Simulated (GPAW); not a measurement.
Runs of GPAW 26.7.0 on NiMoIrPdW. It takes space group I4mm (No. 107, tetragonal). The conventional cell has a = 2.740 Å, b = 2.740 Å, c = 19.433 Å, α = 90.00°, β = 90.00°, γ = 90.00°. Around Ni (site symmetry 4mm) lie 4 Mo at 2.60 Å and 4 Pd at 2.67 Å and 4 Ni at 2.74 Å. Mo (site symmetry 4mm) has 4 Ni at 2.60 Å and 4 Mo at 2.74 Å and 4 W at 2.94 Å as nearest neighbours. Pd (site symmetry 4mm) has 4 Ni at 2.67 Å and 4 Pd at 2.74 Å and 4 Ir at 2.83 Å as nearest neighbours. Ir (site symmetry 4mm) has 4 W at 2.69 Å and 4 Ir at 2.74 Å and 4 Pd at 2.83 Å as nearest neighbours. Around W (site symmetry 4mm) lie 4 Ir at 2.69 Å and 4 W at 2.74 Å and 4 Mo at 2.94 Å. The cell was built by a generator and needn't be a form met in nature.

| task | level | potentials or basis | k mesh | ranks | band path | band points | k mesh for the DOS | dos width | mesh quality | gap on the mesh (eV) | pressure (GPa) | moment (μB) | largest force (eV/Å) |
| --- | --- | --- | --- | --- | --- | --- | --- | --- | --- | --- | --- | --- | --- |
| band structure | PBEsol | PAW data sets generated in the run's folder for this functional, pw | 10 × 10 × 10 | 4 | GXYSGZS1NPY1Z,XP | 61 | - | - | not flagged | - | -9.1 | 0.00 | 0.14 |
| band structure | LDA | the program's PAW data sets (release 1.2.1) made for this functional, pw | 10 × 10 × 10 | 4 | GXYSGZS1NPY1Z,XP | 61 | - | - | not flagged | - | -15.2 | 0.00 | (a) |
| density of states | PBE | GPAW PAW data sets (gpaw-data 1.2.1), pw | 10 × 10 × 10 | 4 | - | - | 15 × 15 × 15 | 0.1 eV | not flagged | none | -0.1 | 0.00 | 0.07 |
| single point | PBE | GPAW PAW data sets (gpaw-data 1.2.1), pw | 13 × 13 × 13 | 4 | - | - | - | - | not flagged | none | -0.1 | 0.00 | (b) |
| single point | PBE | GPAW PAW data sets (gpaw-data 1.2.1), pw | 7 × 7 × 7 | - | - | - | - | - | coarse | none | -0.3 | 0.00 | (c) |

Alike in all rows: spin collinear, ferromagnetic start; cell as given; cutoff (eV) 600; smearing fermi-dirac 0.05 eV.

Fill in the values left out.

(a) 0.30; (b) 0.05; (c) 0.11.

Caveats: some runs use coarse meshes; the stock nickel data set gives pressures a few GPa off other programs.

A k mesh can miss the band edges, and the runs leave out spin-orbit coupling on Ir, Mo, Pd, W.

A gap of «none» marks a metal or a gap under the smearing width.

Not every run made on this cell is shown here.
